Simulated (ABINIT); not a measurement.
Set up this calculation in ABINIT 10.8.3 (patched build), as the native input.

| Item | Value |
| --- | --- |
| Task | single point |
| Functional | PBE |
| Potentials or basis | JTH PAW PBE v2.0 |
| Cutoff | 463 eV |
| k mesh | 11 × 11 × 6 |
| Occupations | fermi-dirac, width 0.2 eV |
| Spin | no spin polarisation |
| Fine-grid cutoff | 925.187 eV |

Crystal: AgRh.

```
Ag Rh
1.0
     2.77759    0.00000    0.00000
    -1.38879    2.40546    0.00000
     0.00000    0.00000    4.80860
Ag Rh
1 1
Direct
  0.00000 0.00000 0.50000
  0.66667 0.33333 0.00000
```

The cell comes from a database or a generator and needn't be the stable form of this composition.

These files were run (other wordings do the same):

run.abi

```
pp_dirpath "./"
pseudos "Ag.GGA_PBE-JTH.xml, Rh.GGA_PBE-JTH.xml"

acell 3*1.0 Angstrom
rprim
     2.7775881998     0.0000000000     0.0000000000
    -1.3887940999     2.4054619423     0.0000000000
     0.0000000000     0.0000000000     4.8086020000
ntypat 2
znucl 47 45
natom 2
typat 1 2
xred
     0.0000000000     0.0000000000     0.5000000000
     0.6666666667     0.3333333333     0.0000000000

ecut 17.0
pawecutdg 34.0
pawxcdev 0

kptopt 1
ngkpt 11 11 6
nshiftk 1
shiftk 0.0 0.0 0.0

ixc 11

nband 18
occopt 3
tsmear 0.00734986

nstep 100
tolvrs 1.0e-9

iomode 3
prtwf 0
prtden 0
prteig 0
prtebands 0
enunit 2
```

Potentials or basis: JTH PAW PBE v2.0.

Command:

```bash
$ abinit run.abi > log 2>&1
```

Results of the run:

```json
{
  "Pressure": "-1.5 GPa",
  "Band gap on the k mesh": "none (metal or under the smearing width)",
  "Valence electrons inside the program's atomic spheres": "Ag 9.88; Rh 14.79"
}
```

Run time: 25 s on 1 thread of Arm Neoverse V2 (shared host), peak memory 0.12 GiB.
